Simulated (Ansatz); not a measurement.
**H2O2Si: interaction energy of a dimer with the counterpoise correction in Python**

How strongly do two molecules of H2O2Si bind, and how much of that is basis error? A script is to give the interaction energy of a dimer with the counterpoise correction; the system is H2O2Si.

Program: Ansatz 0.2.0, driven from Python. Level of theory: r2SCAN/def2-SVP. These are calculated values, not measurements.

## (1) The system

Bond lengths: O1–Si2 1.591 Å, Si2–O3 1.639 Å, O1–H4 1.030 Å, O3–H5 1.003 Å. Angles: O1–Si2–O3 106.1°, Si2–O1–H4 113.7°, Si2–O3–H5 117.0°.

No structure file is read: the coordinates are typed or built in the script.

## (2) The script

dimer_h2o2si.py

```python
"""Interaction energy of two H2O2Si molecules, with the counterpoise correction."""

import ansatz as az

BASIS_SET = "def2-SVP"
FUNCTIONAL = "r2scan"

FIRST = [
    ("O", (-1.4882, -0.1422, -0.2509)),
    ("Si", (-0.2286, -0.7135, 0.5363)),
    ("O", (1.0476, 0.2101, 0.0847)),
    ("H", (-1.2731, 0.676, -0.8378)),
    ("H", (1.9423, -0.0305, 0.4678)),
]
SECOND = [
    ("O", (2.2651, 1.9154, -1.2853)),
    ("Si", (1.1207, 2.5641, -2.181)),
    ("O", (0.4839, 1.3388, -3.0634)),
    ("H", (2.3572, 0.8969, -1.4054)),
    ("H", (-0.2415, 1.575, -3.7139)),
]

def energy(atoms, ghosts=()):
    molecule = az.Crystal.molecule()
    for symbol, xyz in atoms:
        molecule = molecule.atom(symbol, xyz)
    calc = (
        molecule.calculation()
        .basis(gaussian=BASIS_SET)
        .functional(FUNCTIONAL)
    )
    deck = calc.input()
    if ghosts:
        deck = deck.set(az.key.basis.gaussian.ghost_atoms, [{"symbol": s, "position_ang": list(xyz)} for s, xyz in ghosts])
    return az.Session.from_dict(deck).plan().execute().report["free_energy_ev"]


def main() -> None:
    # ghost atoms carry the functions of the partner
    both = energy(FIRST + SECOND)
    alone = energy(FIRST) + energy(SECOND)
    ghosted = energy(FIRST, SECOND) + energy(SECOND, FIRST)
    print(f"dimer {both:.6f} eV")
    print(f"interaction, uncorrected   {23.060548 * (both - alone):8.3f} kcal/mol")
    print(f"interaction, counterpoise  {23.060548 * (both - ghosted):8.3f} kcal/mol")
    print(f"basis-set superposition    {23.060548 * (alone - ghosted):8.3f} kcal/mol")


if __name__ == "__main__":
    main()
```

## (3) The calls as engine input

The package turns the script's settings into the engine's input (first run):

```yaml
crystal:
  periodic: [false, false, false]
  atoms:
    - { symbol: O, position_ang: [-1.4882, -0.1422, -0.2509] }
    - { symbol: Si, position_ang: [-0.2286, -0.7135, 0.5363] }
    - { symbol: O, position_ang: [1.0476, 0.2101, 0.0847] }
    - { symbol: H, position_ang: [-1.2731, 0.676, -0.8378] }
    - { symbol: H, position_ang: [1.9423, -0.0305, 0.4678] }
    - { symbol: O, position_ang: [2.2651, 1.9154, -1.2853] }
    - { symbol: Si, position_ang: [1.1207, 2.5641, -2.181] }
    - { symbol: O, position_ang: [0.4839, 1.3388, -3.0634] }
    - { symbol: H, position_ang: [2.3572, 0.8969, -1.4054] }
    - { symbol: H, position_ang: [-0.2415, 1.575, -3.7139] }
basis:
  gaussian:
    orbitals: def2-SVP
hamiltonian:
  xc: r2scan
```

## (4) Launch

The run is started by

```bash
> python dimer_h2o2si.py
```

**Question.** How large is the interaction at this pose, and how much of it is basis-set superposition?

**Answer**, as computed:

| quantity | value |
| --- | --- |
| interaction energy, uncorrected | 0.481 kcal/mol |
| interaction energy, counterpoise | 4.008 kcal/mol |
| runs compared | 5 |

**Reading.** The pair is unbound at this geometry and level. Uncorrected it is 0.481 kcal/mol, with the counterpoise correction 4.008 kcal/mol; the difference, 3.53 kcal/mol, is the superposition error. The pose is repulsive. Caveats:
- The dimer is a generated trial pose of unrelaxed monomers, not a minimum, so the figure is no binding energy, and the basis set is small.
- This level lacks the dispersion part of the attraction (electrostatics and induction are there), which can decide the sign where the interaction is weak.
